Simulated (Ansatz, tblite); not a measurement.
# Si19H28 ring sphere (Si₁₉H₂₈): a ladder of methods and basis sets

Aim: run the singlet of Si19H28 ring sphere (Si₁₉H₂₈) at one geometry on many levels, and compare frontier levels, spin and run time.

Computed with Ansatz 0.2.0, Gaussian basis. Level: as each input shows.

Plan: GFN1-xTB, GFN2-xTB, PBE-D4/def2-TZVP, r2SCAN-D4/def2-TZVP, B97M-V/def2-TZVP, B3LYP-D4/def2-TZVP, HF/def2-TZVP, PBE-D4/def2-SVP, PBE0-D4/def2-SVP, MP2/def2-SVP, RPA/def2-SVP.

## Step 1: The relaxed structure

The geometry is that of the singlet, from an earlier relaxation (PBE-D4/def2-SVP).

47 atoms, charge 0, spin multiplicity 1.

Bond lengths: Si1–Si11 2.355 Å, Si1–Si12 2.355 Å, Si1–H20 1.509 Å, Si1–H21 1.510 Å, Si2–Si12 2.355 Å, Si2–Si13 2.356 Å, Si2–H22 1.510 Å, Si2–H23 1.509 Å, Si3–Si11 2.355 Å, Si3–Si15 2.355 Å, Si3–H24 1.510 Å, Si3–H25 1.509 Å, Si4–Si12 2.348 Å, Si4–Si15 2.348 Å, Si4–Si16 2.348 Å, Si4–H26 1.512 Å, Si5–Si15 2.355 Å, Si5–Si17 2.355 Å and more. Angles: Si11–Si1–Si12 113.9°, Si11–Si1–H20 110.2°, Si11–Si1–H21 107.7°, Si12–Si1–H20 109.8°, Si12–Si1–H21 107.1°, H20–Si1–H21 107.9°, Si12–Si2–Si13 113.9°, Si12–Si2–H22 107.1°, Si12–Si2–H23 109.8°, Si13–Si2–H22 107.7°, Si13–Si2–H23 110.2°, H22–Si2–H23 107.9°, Si11–Si3–Si15 113.9°, Si11–Si3–H24 107.7°, Si11–Si3–H25 110.2°, Si15–Si3–H24 107.1°, Si15–Si3–H25 109.8°, H24–Si3–H25 107.9° and more.

PBE0-D4/def2-TZVP was run before; its log isn't repeated, and its numbers join the tables.

## Step 2: GFN1-xTB

Tight binding, by tblite at 300 K electronic temperature and without a spin-polarisation term:

```python
tblite.interface.Calculator('GFN1-xTB', numbers, positions, charge=0, uhf=0).singlepoint()
```

Energy -1362.5339 eV, HOMO -11.03 eV, LUMO -8.54 eV; 0.28 s.

## Step 3: GFN2-xTB

Tight binding, by tblite at 300 K electronic temperature and without a spin-polarisation term:

```python
tblite.interface.Calculator('GFN2-xTB', numbers, positions, charge=0, uhf=0).singlepoint()
```

Energy -1274.0509 eV, HOMO -8.84 eV, LUMO -5.97 eV; 0.29 s.

## Step 4: PBE-D4/def2-TZVP

start.molden holds the orbitals of an earlier run on this state, given as this run's starting guess.

in.yaml reads:

```yaml
crystal:
  periodic: [false, false, false]
  atoms:
    - {symbol: Si, position_ang: [-3.484908, -0.747444, -1.916529]}
    - {symbol: Si, position_ang: [-3.486608, 1.915248, 0.741694]}
    - {symbol: Si, position_ang: [-0.742729, -3.487217, -1.914234]}
    - {symbol: Si, position_ang: [-0.709636, -0.709635, 0.708976]}
    - {symbol: Si, position_ang: [1.916228, -3.484975, 0.747808]}
    - {symbol: Si, position_ang: [2.001862, -0.719164, -1.998096]}
    - {symbol: Si, position_ang: [1.913184, -0.743205, 3.487528]}
    - {symbol: Si, position_ang: [-0.718593, 1.998565, -2.001598]}
    - {symbol: Si, position_ang: [1.998209, 2.001394, 0.719883]}
    - {symbol: Si, position_ang: [-0.748728, 1.914802, 3.485442]}
    - {symbol: Si, position_ang: [-2.336217, -2.341008, -3.216244]}
    - {symbol: Si, position_ang: [-2.071819, 0.641228, -0.643960]}
    - {symbol: Si, position_ang: [-2.341036, 3.216056, 2.336751]}
    - {symbol: Si, position_ang: [0.711767, 0.708127, -3.360063]}
    - {symbol: Si, position_ang: [0.643618, -2.072236, -0.641185]}
    - {symbol: Si, position_ang: [0.640507, 0.643058, 2.072129]}
    - {symbol: Si, position_ang: [3.215749, -2.336542, 2.341757]}
    - {symbol: Si, position_ang: [3.360065, 0.711572, -0.707749]}
    - {symbol: Si, position_ang: [0.708648, 3.360116, -0.710975]}
    - {symbol: H, position_ang: [-4.375890, 0.095625, -2.794675]}
    - {symbol: H, position_ang: [-4.365881, -1.495366, -0.944839]}
    - {symbol: H, position_ang: [-4.369420, 0.944426, 1.488596]}
    - {symbol: H, position_ang: [-4.375726, 2.793137, -0.103627]}
    - {symbol: H, position_ang: [-1.490752, -4.368096, -0.942535]}
    - {symbol: H, position_ang: [0.101883, -4.378159, -2.790926]}
    - {symbol: H, position_ang: [-1.583071, -1.582825, 1.581661]}
    - {symbol: H, position_ang: [0.944566, -4.366257, 1.495367]}
    - {symbol: H, position_ang: [2.794709, -4.375709, -0.095164]}
    - {symbol: H, position_ang: [2.870004, -1.603402, -2.863669]}
    - {symbol: H, position_ang: [0.941284, -1.491529, 4.367932]}
    - {symbol: H, position_ang: [2.789256, 0.101552, 4.378952]}
    - {symbol: H, position_ang: [-1.602806, 2.864489, -2.869422]}
    - {symbol: H, position_ang: [2.863817, 2.868954, 1.604662]}
    - {symbol: H, position_ang: [-1.497594, 0.942397, 4.364804]}
    - {symbol: H, position_ang: [0.093968, 2.791670, 4.378027]}
    - {symbol: H, position_ang: [-3.330443, -3.336636, -3.765668]}
    - {symbol: H, position_ang: [-1.663692, -1.668784, -4.382284]}
    - {symbol: H, position_ang: [-3.337143, 3.765472, 3.330541]}
    - {symbol: H, position_ang: [-1.667577, 4.381946, 1.665099]}
    - {symbol: H, position_ang: [-0.062536, -0.068376, -4.392897]}
    - {symbol: H, position_ang: [1.649817, 1.646226, -4.084126]}
    - {symbol: H, position_ang: [4.381638, -1.663611, 1.669651]}
    - {symbol: H, position_ang: [3.765091, -3.330848, 3.337349]}
    - {symbol: H, position_ang: [4.393776, -0.062247, 0.068156]}
    - {symbol: H, position_ang: [4.083177, 1.650094, -1.646244]}
    - {symbol: H, position_ang: [-0.067626, 4.393634, 0.062739]}
    - {symbol: H, position_ang: [1.647629, 4.083455, -1.648828]}
basis:
  gaussian: {orbitals: def2-TZVP, fitting: {mean_field: def2-universal-jkfit}, initial_orbitals: start.molden}
hamiltonian: {xc: pbe, dispersion: d4}
scf: {omitted_lower_state_checks: [starts]}
output: {forces: true, orbitals: {seedname: orbitals}}
```

Started as:

```sh
$ ansatz run in.yaml --threads 2 --pin off --events-out ev --progress --plain --max-ram 22528MiB --backend cuda --devices 0, --max-vram 18GiB
```

After this run come: r2SCAN-D4/def2-TZVP; B97M-V/def2-TZVP; B3LYP-D4/def2-TZVP; HF/def2-TZVP; PBE-D4/def2-SVP; PBE0-D4/def2-SVP; MP2/def2-SVP; RPA/def2-SVP.

**Question.** What will the summary of the whole plan be? Wanted: gap in def2-TZVP, named functionals and Hartree-Fock, smallest and largest; correlation energy, MP2/def2-SVP; binding an atom, functionals in def2-TZVP; PBE0 total energy, smallest basis above largest.

**Answer**, as computed:

| quantity | value |
| --- | --- |
| gap in def2-TZVP, named functionals and Hartree-Fock, smallest and largest | 4.05 eV (PBE-D4), 10.95 eV (HF) |
| correlation energy, MP2/def2-SVP | -50.78 eV |
| binding an atom, functionals in def2-TZVP | 3.22 (B3LYP-D4) to 3.28 eV (B97M-V) |
| PBE0 total energy, smallest basis above largest | 51.09 eV (def2-SVP, def2-TZVP) |

**Reading.** Orbital gaps of the named functionals and Hartree-Fock in def2-TZVP span 4.05 eV (PBE-D4) to 10.95 eV (HF); exact exchange widens it.
